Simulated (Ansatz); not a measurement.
Predict the output of the script below (Ansatz 0.2.0 through its Python package).

`convert_mn2fen2.py`:
```python
from dataclasses import dataclass

import ansatz as az
import numpy as np


@dataclass(frozen=True)
class Options:
    filling: str = "cold"
    smearing_width: float = 0.1
    functional: str = "pbe"
    ecut: int = 550
    mesh: tuple[int, ...] = (9, 3, 9)


opts = Options()

vectors = np.array([
    [2.854766, 0.0, 0.0],
    [0.0, 11.420362, 0.0],
    [0.0, 0.0, 2.85395],
])
crystal = (
    az.Lattice.of(vectors)
    .atom("Mn", (0.0, 0.651538, 0.256166))
    .atom("Mn", (0.0, 0.348462, 0.256166))
    .atom("Mn", (0.5, 0.848462, 0.743834))
    .atom("Mn", (0.5, 0.151538, 0.743834))
    .atom("Fe", (0.0, 0.0, 0.238475))
    .atom("Fe", (0.5, 0.5, 0.761525))
    .atom("N", (0.0, 0.162496, 0.243916))
    .atom("N", (0.0, 0.837504, 0.243916))
    .atom("N", (0.5, 0.337504, 0.756084))
    .atom("N", (0.5, 0.662496, 0.756084))
    .moments(Mn=4, Fe=3.5)
)

calc = (
    crystal.calculation()
    .occupations(opts.filling, width=opts.smearing_width)
    .functional(opts.functional)
    .basis(opts.ecut)
    .spin(az.SpinTreatment.COLLINEAR)
    .kpoints(mesh=opts.mesh)
)
print(calc.to_yaml(atoms="all"))
```

`python convert_mn2fen2.py` gives:
```text
crystal:
  lattice:
    - [2.854766, 0.0, 0.0]
    - [0.0, 11.420362, 0.0]
    - [0.0, 0.0, 2.85395]
  atoms:
    - { symbol: Mn, position: [0.0, 0.651538, 0.256166] }
    - { symbol: Mn, position: [0.0, 0.348462, 0.256166] }
    - { symbol: Mn, position: [0.5, 0.848462, 0.743834] }
    - { symbol: Mn, position: [0.5, 0.151538, 0.743834] }
    - { symbol: Fe, position: [0.0, 0.0, 0.238475] }
    - { symbol: Fe, position: [0.5, 0.5, 0.761525] }
    - { symbol: "N", position: [0.0, 0.162496, 0.243916] }
    - { symbol: "N", position: [0.0, 0.837504, 0.243916] }
    - { symbol: "N", position: [0.5, 0.337504, 0.756084] }
    - { symbol: "N", position: [0.5, 0.662496, 0.756084] }
basis:
  ecutwfc: 550.0
kpoints:
  mp_grid:
    grid: [9, 3, 9]
hamiltonian:
  xc: pbe
magnetization:
  spin_polarized: true
  per_species:
    Fe: 3.5
    Mn: 4.0
scf:
  occupations:
    method: cold
    width: 0.1
```

The input is only written out: it wasn't run, and its settings aren't tested. The structure comes from a database and needn't be a stable phase.
